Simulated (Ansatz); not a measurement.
# SrAl2Br2 (element-swapped structure): how the settings move a single-point run

Aim: see which settings change the result for SrAl2Br2 (element-swapped structure), by how much, and at what cost.

Computed with Ansatz 0.2.0 (reference: DFT r2SCAN, plane waves, PAW, scalar-relativistic, no spin polarisation, unless a step's input says otherwise).

## (1) The starting structure

Symmetry: P-3m1, No. 164, trigonal system. The conventional cell has a = 4.515 Å, b = 4.515 Å, c = 7.843 Å, α = 90.00°, β = 90.00°, γ = 120.00°. Around Sr (site symmetry -3m) lie 6 Br at 3.35 Å and 6 Al at 3.85 Å. Around Br (site symmetry 3m) lie 4 Al at 2.71 to 2.90 Å and 3 Sr at 3.35 Å. Around Al (site symmetry 3m) lie 4 Br at 2.71 to 2.90 Å.

As a file:

```
CELL_PARAMETERS angstrom
2.25745 3.91002 0.00000
-2.25745 3.91002 0.00000
0.00000 0.00000 7.84269
ATOMIC_POSITIONS crystal
Sr 0.00000 0.00000 0.00000
Br 0.33333 0.33333 0.26840
Br 0.66667 0.66667 0.73160
Al 0.33333 0.33333 0.63830
Al 0.66667 0.66667 0.36170
```

## (2) Reference

input.yaml

```yaml
crystal:
  lattice:
    - [2.257451, 3.910019, 0.0]
    - [-2.257451, 3.910019, 0.0]
    - [0.0, 0.0, 7.842688]
  atoms:
    - { symbol: Sr, position: [0.0, 0.0, 0.0] }
    - { symbol: Br, position: [0.33333, 0.33334, 0.2684] }
    - { symbol: Br, position: [0.66667, 0.66666, 0.7316] }
    - { symbol: Al, position: [0.33333, 0.33334, 0.6383] }
    - { symbol: Al, position: [0.66667, 0.66666, 0.3617] }
  symmetry: { tolerance: 0.0003 }
kpoints:
  mp_grid: { grid: [5, 5, 3], shift: [0, 0, 0] }
magnetization:
  spin_polarized: false
scf:
  occupations: { method: gaussian, width: 0.1049 }
hamiltonian:
  pseudopotentials: { kind: paw }
  xc: r2scan
basis:
  ecutwfc: 500
output:
  forces: true
  stress: true
  eigenvalues: true
  write_density: true
  write_potential: true
  elf: true
  volumetric_format: npy
```

On the command line:

```
$ ansatz run input.yaml --threads 1 --pin off --max-ram 2560MiB --backend cpu --events-out ev --progress --plain --runs-dir out
```

## (3) Changed: symmetry.detect false, preconditioner resta, tolerance left out

Changes to input.yaml since step 2:

```diff
@@ -11,3 +11,3 @@
     - { symbol: Al, position: [0.66667, 0.66666, 0.3617] }
-  symmetry: { tolerance: 0.0003 }
+  symmetry: { detect: false }
 kpoints:
@@ -18,2 +18,3 @@
   occupations: { method: gaussian, width: 0.1049 }
+  mixing: { preconditioner: resta }
 hamiltonian:
@@ -27,5 +28 @@
   eigenvalues: true
-  write_density: true
-  write_potential: true
-  elf: true
-  volumetric_format: npy
```

## (4) Changing settings: dispersion d3bj, xc_grid 1

Changes to input.yaml since step 2:

```diff
@@ -21,4 +21,6 @@
   xc: r2scan
+  dispersion: d3bj
 basis:
   ecutwfc: 500
+  xc_grid: 1
 output:
```

## (5) Changing settings: scf.algorithm density_mixing, n_extra_bands 32

Changes to input.yaml since step 2:

```diff
@@ -18,2 +18,4 @@
   occupations: { method: gaussian, width: 0.1049 }
+  algorithm: density_mixing
+  n_extra_bands: 32
 hamiltonian:
@@ -27,5 +29 @@
   eigenvalues: true
-  write_density: true
-  write_potential: true
-  elf: true
-  volumetric_format: npy
```

## (6) Changing settings: mp_grid.shift [0.5, 0.5, 0.5]

Changes to input.yaml since step 2:

```diff
@@ -13,3 +13,3 @@
 kpoints:
-  mp_grid: { grid: [5, 5, 3], shift: [0, 0, 0] }
+  mp_grid: { grid: [5, 5, 3], shift: [0.5, 0.5, 0.5] }
 magnetization:
@@ -27,5 +27 @@
   eigenvalues: true
-  write_density: true
-  write_potential: true
-  elf: true
-  volumetric_format: npy
```

**Question.** What will these runs give? Wanted: for each run, ending; energy change; pressure; gap; force.

**Answer**, as computed:

```
                                                               run     ending                                     energy change  pressure (GPa)  gap (eV)  force (eV/Å)  cycles   time
                                                         reference  converged                                                 0             7.1      0.00          2.26       7  9.1 s
1: symmetry.detect false, preconditioner resta, tolerance left out  converged                                      0.0 meV/atom             7.1      0.00          2.26       7   25 s
                                     2: dispersion d3bj, xc_grid 1  converged  -121.9 meV/atom (offset of the dispersion model)             6.4      0.00          2.22       7  6.3 s
                 3: scf.algorithm density_mixing, n_extra_bands 32  converged                                      0.0 meV/atom             7.1      0.00          2.26       7  9.8 s
                                  4: mp_grid.shift [0.5, 0.5, 0.5]  converged                                    -12.6 meV/atom             7.1      0.00          2.29       8   13 s
```

Times don't compare one to one where runs were asked for different outputs or read a saved state (see the inputs); cycles may leave out searches for a lower state.

Residual by cycle in the longest SCF loop of each run; runs are numbered as in the table. The quantity is the density residual dr2, in eV.

```
cycle  reference    run 1    run 2    run 3    run 4
    1     0.0752   0.0754   0.0753   0.0746   0.0712
    2     0.0222   0.0222   0.0222    0.014   0.0301
    3    0.00116  0.00118  0.00117  0.00897  0.00136
    4     1.6e-4   1.6e-4   1.6e-4   3.8e-4   2.9e-4
    5     1.8e-5   1.0e-5   2.5e-5   3.6e-5   2.2e-5
    6     8.8e-7   2.1e-7   2.3e-6   3.3e-7   3.5e-6
    7     8.9e-9   2.4e-8   7.6e-8   9.6e-9   3.0e-7
    8          -        -        -        -   1.4e-8
```

What this shows: Of the converged runs whose energies compare with the reference's, «mp_grid.shift [0.5, 0.5, 0.5]» moves the energy most (-12.6 meV/atom). The pressure spans 6.4 to 7.1 GPa over the reference and the converged variants.

The reference is no final answer either: its mesh is coarse for a cell with so small a gap or none; the cell is far from equilibrium (7 GPa, forces up to 2.3 eV/Å), so its values aren't those of the relaxed material; the structure is made up and not relaxed.
